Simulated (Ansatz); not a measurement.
# Sc3BP2: the cost of one run

Program: Ansatz 0.2.0. Level of theory: DFT PBE, scalar-relativistic, plane waves, PAW. These are calculated values, not measurements.

### 1 The structure to begin with

Symmetry: P4/mmm, No. 123, tetragonal system. Conventional cell: a = 5.240 Å, b = 5.240 Å, c = 4.627 Å, α = 90.00°, β = 90.00°, γ = 90.00°. Around Sc (site symmetry 4/mmm) lie 2 B at 2.31 Å and 4 Sc at 2.62 Å. Sc (site symmetry mmm) has 2 P at 2.31 Å and 2 Sc at 2.62 Å as nearest neighbours. B (site symmetry 4/mmm) is surrounded by 2 Sc at 2.31 Å. P (site symmetry mmm) has 2 Sc at 2.31 Å as nearest neighbours.

Coordinates:

```
Sc B P
1.0
     5.24033    0.00000    0.00000
     0.00000    5.24033    0.00000
     0.00000    0.00000    4.62708
Sc B P
3 1 2
Direct
  0.00000 0.00000 0.50000
  0.50000 0.00000 0.50000
  0.00000 0.50000 0.50000
  0.00000 0.00000 0.00000
  0.50000 0.00000 0.00000
  0.00000 0.50000 0.00000
```

Recipe of the guess: random cell by space group and Wyckoff sites (P4/mmm, No. 123). The dimensions are guesses.

### 2 A first look at the guess

File input.yaml:

```yaml
crystal:
  lattice:
    - [5.24033037, 0.0, 0.0]
    - [0.0, 5.24033037, 0.0]
    - [0.0, 0.0, 4.62707599]
  atoms:
    - { symbol: Sc, position: [0.0, 0.0, 0.5] }
    - { symbol: Sc, position: [0.5, 0.0, 0.5] }
    - { symbol: Sc, position: [0.0, 0.5, 0.5] }
    - { symbol: B, position: [0.0, 0.0, 0.0] }
    - { symbol: P, position: [0.5, 0.0, 0.0] }
    - { symbol: P, position: [0.0, 0.5, 0.0] }
basis:
  ecutwfc: 420
kpoints:
  mp_grid: { grid: [4, 4, 4] }
hamiltonian:
  xc: pbe
scf:
  occupations: { method: gaussian, width: 0.1 }
  lower_state_search: "off"
output:
  forces: true
  stress: true
  eigenvalues: true
```

Launch:

```bash
> ansatz run input.yaml --threads 1 --pin off --max-ram 2560MiB --backend cpu --events-out ev --progress --plain --runs-dir out
```

**Question.** How long does this run take on 1 thread of Intel Xeon at 2.70GHz, shared host, and how much memory does it need?

About 5.2 s, with a peak of 0.41 GiB.
